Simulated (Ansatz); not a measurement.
**BH₅N₂Si: taking an electron away**

How much energy removes an electron from BH₅N₂Si at fixed geometry? The cation is run at each level and the neutral's energy taken from earlier runs.

Method: unrestricted cation, the program's frozen cores in correlated methods; program: Ansatz 0.2.0, Gaussian basis.

Plan: UKS PBE-D4/def2-TZVPP; UKS r2SCAN-D4/def2-TZVPP; UKS PBE0-D4/def2-TZVPP; UKS B3LYP-D4/def2-TZVPP; UKS wB97X-V/def2-TZVPP; UKS wB97M-V/def2-TZVPP; UKS B2PLYP/def2-TZVPP; UHF-CCSD(T)/def2-TZVPP; UHF-MP2/def2-QZVPP; extrapolation to the limit; then −ε(HOMO) from the neutral's earlier runs with LDA (SPW92), PBE-D4, revPBE-D4, BLYP-D4, r2SCAN-D4, B97M-V, PBE0-D4, B3LYP-D4, r2SCANh-D4, r2SCAN0-D4, HSE06-D4, BHLYP-D4, CAM-B3LYP-D4, LC-ωPBE, ωB97X-V, ωB97M-V.

## 1. The relaxed structure

An earlier PBE0-D4 in a triple-zeta def2 set relaxation fixed the geometry.

SMILES `N[SiH]1BN1`, 9 atoms, charge 0, spin multiplicity 1.

Atoms are counted from 1 here; the program's logs count them from 0.

Bond lengths: N1–Si2 1.702 Å, N1–H5 1.006 Å, N1–H6 1.005 Å, Si2–B3 1.914 Å, Si2–N4 1.755 Å, Si2–H7 1.482 Å, B3–N4 1.389 Å, B3–H8 1.190 Å, N4–H9 1.011 Å. Angles: Si2–N1–H5 122.6°, Si2–N1–H6 123.2°, H5–N1–H6 112.9°, N1–Si2–B3 127.2°, N1–Si2–N4 121.8°, N1–Si2–H7 105.5°, B3–Si2–N4 44.2°, B3–Si2–H7 127.1°, N4–Si2–H7 113.4°, Si2–B3–N4 61.8°, Si2–B3–H8 163.8°, N4–B3–H8 134.4°, Si2–N4–B3 74.0°, Si2–N4–H9 150.8°, B3–N4–H9 135.2°.

## 2. Cation, UKS PBE-D4/def2-TZVPP

Input file in.yaml:

```yaml
crystal:
  periodic: [false, false, false]
  atoms:
    - {symbol: N, position_ang: [-0.637841, 1.588111, 0.218243]}
    - {symbol: Si, position_ang: [0.258947, 0.175476, 0.530470]}
    - {symbol: B, position_ang: [-0.233858, -1.625779, 0.110161]}
    - {symbol: N, position_ang: [0.650453, -0.971595, -0.738359]}
    - {symbol: H, position_ang: [-0.221268, 2.503311, 0.212864]}
    - {symbol: H, position_ang: [-1.561836, 1.577322, -0.177334]}
    - {symbol: H, position_ang: [1.441211, 0.620895, 1.305249]}
    - {symbol: H, position_ang: [-0.741344, -2.702396, 0.114426]}
    - {symbol: H, position_ang: [1.134037, -1.211646, -1.592919]}
basis:
  gaussian: {orbitals: def2-TZVPP}
total_charge: 1
magnetization: {spin_polarized: true, initial_magnetization: 1}
hamiltonian: {xc: pbe, dispersion: d4}
```

The runs that follow: Cation, UKS r2SCAN-D4/def2-TZVPP; Cation, UKS PBE0-D4/def2-TZVPP; Cation, UKS B3LYP-D4/def2-TZVPP; Cation, UKS wB97X-V/def2-TZVPP; Cation, UKS wB97M-V/def2-TZVPP; Cation, UKS B2PLYP (frozen core)/def2-TZVPP; Cation, UHF-CCSD(T)/def2-TZVPP; Cation, UHF-MP2/def2-QZVPP.

Q: Predict the results of all the runs planned. Wanted: ionisation energy, CCSD(T)/CBS; nearest functional by difference; nearest −ε(HOMO); −ε(HOMO) of PBE; T1 of the cation.

As calculated:

| quantity | value |
| --- | --- |
| ionisation energy, CCSD(T)/CBS | 9.02 eV |
| nearest functional by difference | ωB97M-V (-0.13 eV) |
| nearest −ε(HOMO) | ωB97X-V (-0.13 eV) |
| −ε(HOMO) of PBE | 5.42 eV |
| T1 of the cation | 0.031 |

**Reading.** By cation minus neutral, the functionals miss by 0.47 eV at most. The PBE orbital energy is 3.6 eV too small: a semilocal HOMO is no ionisation energy. Among orbital estimates ωB97X-V comes nearest. Hartree-Fock falls 1.00 eV short, as the neutral has more correlation energy than the cation. The cation's T1 (from the report) is 0.031, near the customary mark of 0.045 for open shells, so the coupled-cluster value is less safe.
